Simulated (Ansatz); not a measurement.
# SbHCl radical: functionals against CCSD(T) at one geometry

An exercise on one series of results from a longer session: the logs are not shown, and one member is left open.

The runs use Ansatz 0.2.0, Gaussian basis; single points in def2-TZVPP.

Cores are frozen in the correlated methods. Filled d shells of the heavier atoms are correlated. Core potentials replace the inner electrons past krypton, and spin-orbit coupling is left out. Orbitals are unrestricted.

**The system as given**

3 atoms, charge 0, spin multiplicity 2.

Atoms are counted from 1 here; the program's logs count them from 0.

Bond lengths: Cl1–Sb2 2.369 Å, Sb2–H3 1.716 Å. Angles: Cl1–Sb2–H3 90.7°.

As a file:

```xyz
3
charge 0, multiplicity 2
Cl    1.43200    0.33560    0.79680
Sb   -0.65470    0.64640   -0.28000
H    -0.81860   -1.04760   -0.49980
```

Set-up of the first run:

run/in.yaml

```yaml
crystal:
  periodic: [false, false, false]
  atoms:
    - {symbol: Cl, position_ang: [1.432000, 0.335600, 0.796800]}
    - {symbol: Sb, position_ang: [-0.654700, 0.646400, -0.280000]}
    - {symbol: H, position_ang: [-0.818600, -1.047600, -0.499800]}
basis:
  gaussian: {orbitals: def2-TZVPP}
magnetization: {spin_polarized: true, initial_magnetization: 1}
correlation: {method: ccsd_t}
scf: {omitted_lower_state_checks: [cluster_reference]}
output: {forces: true}
```

The command line of these runs was not kept.

Among the steps run: CCSD(T)/def2-TZVPP; PBE0-D4/def2-TZVPP; wB97M-V/def2-TZVPP; r2SCAN-D4/def2-TZVPP; PBE-D4/def2-TZVPP; HSE06-D4/def2-TZVPP; CAM-B3LYP-D4/def2-TZVPP.

One table of the session follows, with a row left open; its other results are not shown here.

```
      method  RMS force component (eV/Å)  angle to CCSD(T) forces (°)  dipole (D)
     CCSD(T)                       0.167                    reference        2.37
     PBE0-D4                           ?                            ?           ?
     wB97M-V                       0.189                          5.6        2.50
   r2SCAN-D4                       0.116                         28.0        2.31
      PBE-D4                       0.108                        108.4        2.19
    HSE06-D4                       0.155                         26.7        2.38
CAM-B3LYP-D4                       0.151                          6.6        2.52
```

**Question.** Estimate the row for PBE0-D4.

**Answer.** RMS force component (eV/Å): 0.159; angle to CCSD(T) forces (°): 26.4; dipole (D): 2.39. In the column «RMS force component (eV/Å)» it lies between HSE06-D4 (0.155) and CCSD(T) (0.167).
